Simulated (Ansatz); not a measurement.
# AlGeH₄NO: one species, many methods

How much do the methods differ for AlGeH₄NO? The plan is to run it at one geometry with functionals of several rungs and with coupled cluster, and see how far each lands from CCSD(T) at the basis-set limit for the atomisation energy.

The runs use Ansatz 0.2.0, Gaussian basis; functionals in def2-TZVPP, the program's frozen cores in correlated methods.

The runs, in order: LDA (SPW92), PBE-D4, revPBE-D4, BLYP-D4, r2SCAN-D4, B97M-V, PBE0-D4, B3LYP-D4, r2SCANh-D4, r2SCAN0-D4, HSE06-D4, BHLYP-D4, CAM-B3LYP-D4, LC-ωPBE, ωB97X-V, ωB97M-V, B2PLYP, PBE-QIDH; CCSD(T)/def2-SVP; CCSD(T)/def2-TZVPP; MP2/def2-QZVPP; extrapolation to the limit; RPA on PBE.

### Step 1. Structure used throughout

An earlier PBE0-D4 in a triple-zeta def2 set relaxation fixed the geometry.

SMILES `[NH2][GeH]1[O][AlH]1`, 8 atoms, charge 0, spin multiplicity 1.

Atoms are counted from 1 here; the program's logs count them from 0.

Bond lengths: N1–Ge2 1.822 Å, N1–H5 1.009 Å, N1–H6 1.008 Å, Ge2–O3 1.896 Å, Ge2–Al4 2.331 Å, Ge2–H7 1.543 Å, O3–Al4 1.699 Å, Al4–H8 1.577 Å. Angles: Ge2–N1–H5 116.8°, Ge2–N1–H6 117.5°, H5–N1–H6 110.6°, N1–Ge2–O3 114.7°, N1–Ge2–Al4 126.9°, N1–Ge2–H7 103.9°, O3–Ge2–Al4 46.0°, O3–Ge2–H7 108.8°, Al4–Ge2–H7 128.4°, Ge2–O3–Al4 80.7°, Ge2–Al4–O3 53.4°, Ge2–Al4–H8 168.5°, O3–Al4–H8 138.1°.

Geometry (Å):

```xyz
8

N    -1.00075    1.33037    0.51438
Ge    0.23912    0.00013    0.62691
O     1.17750   -0.34603   -0.98353
Al    0.43146   -1.85694   -0.76910
H    -0.66258    2.27639    0.61195
H    -1.68209    1.27116   -0.22615
H     1.23788    0.51187    1.68538
H     0.35165   -3.24414   -1.51564
```

### Step 2. LDA

This LDA is Slater exchange with PW92 correlation.

Contents of in.yaml:

```yaml
crystal:
  periodic: [false, false, false]
  atoms:
    - {symbol: N, position_ang: [-1.000748, 1.330370, 0.514385]}
    - {symbol: Ge, position_ang: [0.239122, 0.000125, 0.626907]}
    - {symbol: O, position_ang: [1.177500, -0.346031, -0.983534]}
    - {symbol: Al, position_ang: [0.431458, -1.856935, -0.769096]}
    - {symbol: H, position_ang: [-0.662575, 2.276388, 0.611946]}
    - {symbol: H, position_ang: [-1.682092, 1.271156, -0.226148]}
    - {symbol: H, position_ang: [1.237879, 0.511870, 1.685381]}
    - {symbol: H, position_ang: [0.351655, -3.244141, -1.515641]}
basis:
  gaussian: {orbitals: def2-TZVPP}
hamiltonian: {xc: lda}
output: {orbitals: {seedname: orbitals}}
```

Started as:

```bash
$ ansatz run in.yaml --threads 2 --pin off --events-out ev --progress --plain --max-ram 4352MiB
```

Further steps of the session: PBE-D4 (GGA); revPBE-D4 (GGA); BLYP-D4 (GGA); r2SCAN-D4 (meta-GGA); B97M-V (meta-GGA); B3LYP-D4 (hybrid); r2SCANh-D4 (hybrid); r2SCAN0-D4 (hybrid); HSE06-D4 (hybrid); BHLYP-D4 (hybrid); CAM-B3LYP-D4 (range-separated); LC-ωPBE (range-separated); ωB97X-V (range-separated); ωB97M-V (range-separated); B2PLYP (double hybrid); PBE-QIDH (double hybrid); CCSD(T) in def2-SVP; CCSD(T) in def2-TZVPP; MP2 in def2-QZVPP; RPA on PBE orbitals.

Q: Predict the results of all the runs planned. Wanted: atomisation energy, CCSD(T)/CBS; farthest beyond LDA; mean size of error, GGA; mean size of error, meta-GGA; mean size of error, hybrid; mean size of error, range-separated; mean size of error, double hybrid; gap, smallest and largest; T1 diagnostic.

The runs gave:

| quantity | value |
| --- | --- |
| atomisation energy, CCSD(T)/CBS | 594.8 kcal/mol |
| functionals within 5.9 kcal/mol (1.0 %) | PBE-D4, BLYP-D4, r2SCAN-D4, B97M-V, CAM-B3LYP-D4, ωB97X-V, ωB97M-V |
| farthest beyond LDA | BHLYP-D4 (-31.9 kcal/mol) |
| mean size of error, GGA | 7.4 kcal/mol |
| mean size of error, meta-GGA | 2.5 kcal/mol |
| mean size of error, hybrid | 15.2 kcal/mol |
| mean size of error, range-separated | 4.4 kcal/mol |
| mean size of error, double hybrid | 12.6 kcal/mol |
| gap, smallest and largest | 3.02 eV (LDA (SPW92)), 9.36 eV (LC-ωPBE) |
| T1 diagnostic | 0.0154 |
| triples share of the correlation energy | 4.0 % |

What this shows: LDA overbinds by 92.2 kcal/mol (15 %). PBE-D4 misses by +5.7 kcal/mol. Double hybrids carry the basis error of their MP2 part in triple zeta, and no dispersion term here, so their miss is partly the set-up's. The rungs meta-GGA, range-separated miss on average by less than the doubt on the reference (5.9 kcal/mol), so they tie. The reference freezes the cores and leaves out relativity and excitations past (T), and its outer-core shells are covered unevenly, so misses under about 5.9 kcal/mol can't be ranked. Hartree-Fock recovers 64 % of the binding; the rest is correlation. CCSD(T) in def2-SVP is off by -57.0 kcal/mol, worse than the median functional, from the basis alone. Orbital gaps span 3.0 to 9.4 eV; exact exchange widens them. Correlated methods include outer-core shells of Ge, which these sets cover unevenly.
